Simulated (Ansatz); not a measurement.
# CH5GaO (SMILES C[O][GaH2]): CCSD/cc-pVDZ

What is the energy change on altering one bond length of CH5GaO at CCSD/cc-pVDZ? 

Program for the calculation: Ansatz 0.2.0.

56 further runs of the same task are left out: 56 set aside as unsound or not needed.

**1. The system as given**

CH5GaO: 8 atoms, total charge 0, spin state singlet. SMILES: `C[O][GaH2]`. Geometry: relaxed at PBE0-D4/def2-TZVP.

Bond lengths: C1–O2 1.402 Å, O2–Ga3 1.782 Å, C1–H4 1.096 Å, C1–H5 1.099 Å, C1–H6 1.096 Å, Ga3–H7 1.565 Å, Ga3–H8 1.555 Å. Angles: C1–O2–Ga3 123.8°, O2–C1–H4 110.0°, O2–C1–H5 113.2°, O2–C1–H6 110.0°, O2–Ga3–H7 115.8°, O2–Ga3–H8 113.9°, H4–C1–H5 107.8°, H4–C1–H6 107.8°, H5–C1–H6 107.8°, H7–Ga3–H8 130.3°.

**2. The energy at CCSD/cc-pVDZ**

File input.yaml:

```yaml
crystal:
  periodic: [false, false, false]
  atoms:
    - {symbol: C, position_ang: [-0.616800, 0.972600, -0.422900]}
    - {symbol: O, position_ang: [-0.705300, -0.273500, 0.213500]}
    - {symbol: Ga, position_ang: [0.703200, -1.302000, 0.579300]}
    - {symbol: H, position_ang: [-1.200200, 0.962000, -1.350600]}
    - {symbol: H, position_ang: [0.414200, 1.256200, -0.676600]}
    - {symbol: H, position_ang: [-1.030600, 1.754200, 0.224300]}
    - {symbol: H, position_ang: [2.093900, -0.732800, 0.142900]}
    - {symbol: H, position_ang: [0.341700, -2.636700, 1.290100]}
basis:
  gaussian:
    orbitals: cc-pVDZ
magnetization:
  spin_polarized: false
correlation:
  method: ccsd
  frozen_orbitals: {C: 1, Ga: 9, H: 0, O: 1}
accuracy: high
scf:
  omitted_lower_state_checks: [cluster_reference, increment]
```

Started as:

```bash
$ ansatz run input.yaml --threads 1 --pin off --max-ram 3480MiB --events-out events.jsonl --progress --plain --runs-dir runs
```

Log, shortened:

```text
Warning: RAYON_NUM_THREADS=1 ignored (pool sized by the plan → 1); use --threads N
Functional definition: HF
  name "HF"
[...]
1865 factors; integrals over basis functions are off by at most 4.4e-9 eV
[...]
mean field -55480.13221133 eV, -2038.8572529820 hartree, gradient 8.5e-9 eV, S^2 0.000000; 0 other end points of the search recorded, 0 dependent functions left out
11 core orbitals not correlated: weight in the atoms' cores, before any rotation towards them, 1.000 or more for the frozen orbitals, at most 0.000 for the correlated occupied ones
reference -55480.13221133 eV, -2038.8572529820 hartree; 14, 14 occupied and 55, 55 virtual orbitals, 1865 factors
second order -11.47618779 eV of doubles, -0.00000000 eV of singles
cycle   1  -11.94310667 eV  change   -4.7e-1 eV  update   9.8e-2
[...]
cycle  22  -12.43811216 eV  change  -2.7e-10 eV  update   1.0e-9
Total energy: -55492.57032349 eV, -2039.3143451732 hartree
Checks for a lower state left out: cluster_reference, increment
```

Run time: 14 s. Hardware: 1 thread of Arm Neoverse V1, shared host; peak memory 0.41 GiB.

**3. The distorted shape, same level**

File molecule.yaml:

```yaml
basis:
  gaussian: {orbitals: cc-pVDZ}
crystal:
  periodic: [false, false, false]
  atoms:
    - symbol: C
      position_ang: [-0.441795, 0.975780, -0.144614]
    - symbol: O
      position_ang: [-0.530295, -0.270320, 0.491786]
    - symbol: Ga
      position_ang: [0.878205, -1.298820, 0.857586]
    - symbol: H
      position_ang: [-1.200200, 0.962000, -1.350600]
    - symbol: H
      position_ang: [0.589205, 1.259380, -0.398314]
    - symbol: H
      position_ang: [-0.855595, 1.757380, 0.502586]
    - symbol: H
      position_ang: [2.268905, -0.729620, 0.421186]
    - symbol: H
      position_ang: [0.516705, -2.633520, 1.568386]
accuracy: high
scf: {omitted_lower_state_checks: [cluster_reference, increment]}
correlation: {method: ccsd, frozen_orbitals: {C: 1, Ga: 9, H: 0, O: 1}}
```

Started as:

```bash
$ ansatz run molecule.yaml --threads 1 --pin off --max-ram 3480MiB --events-out events.jsonl --progress --plain --runs-dir runs
```

Log, shortened:

```text
Warning: RAYON_NUM_THREADS=1 ignored (pool sized by the plan → 1); use --threads N
[... 2 set-up lines as earlier in the session ...]
[...]
1866 factors; integrals over basis functions are off by at most 4.7e-9 eV
[...]
mean field -55479.04415918 eV, -2038.8172678029 hartree, gradient 7.2e-9 eV, S^2 0.000000; 0 other end points of the search recorded, 0 dependent functions left out
11 core orbitals not correlated: weight in the atoms' cores, before any rotation towards them, 1.000 or more for the frozen orbitals, at most 0.000 for the correlated occupied ones
reference -55479.04415918 eV, -2038.8172678029 hartree; 14, 14 occupied and 55, 55 virtual orbitals, 1866 factors
second order -11.60534106 eV of doubles, -0.00000000 eV of singles
cycle   1  -12.07095416 eV  change   -4.7e-1 eV  update   1.0e-1
[...]
cycle  22  -12.60962021 eV  change   2.7e-10 eV  update  9.7e-10
Total energy: -55491.65377938 eV, -2039.2806627985 hartree
Checks for a lower state left out: cluster_reference, increment
```

Run time: 14 s. Hardware: 1 thread of Arm Neoverse V1, shared host; peak memory 0.41 GiB.

**4. Results**

Level: CCSD/cc-pVDZ, 11 core orbitals frozen.

| quantity | value |
| --- | --- |
| first shape: total energy | -2039.31435 Eh |
| first shape: correlation energy (11 core orbitals frozen) | -457.1 mEh |
| first shape: T1 diagnostic | 0.014 |
| distorted shape: total energy | -2039.28066 Eh |
| distorted shape: correlation energy (11 core orbitals frozen) | -463.4 mEh |
| distorted shape: T1 diagnostic | 0.014 |
| energy change with the C1–H4 bond stretched from 1.096 to 1.425 Å | 0.917 eV |

In words: With the C1–H4 bond stretched from 1.096 to 1.425 Å the energy rises by 0.92 eV (21.1 kcal/mol). The first shape isn't relaxed at this level, so the change isn't measured from a minimum.
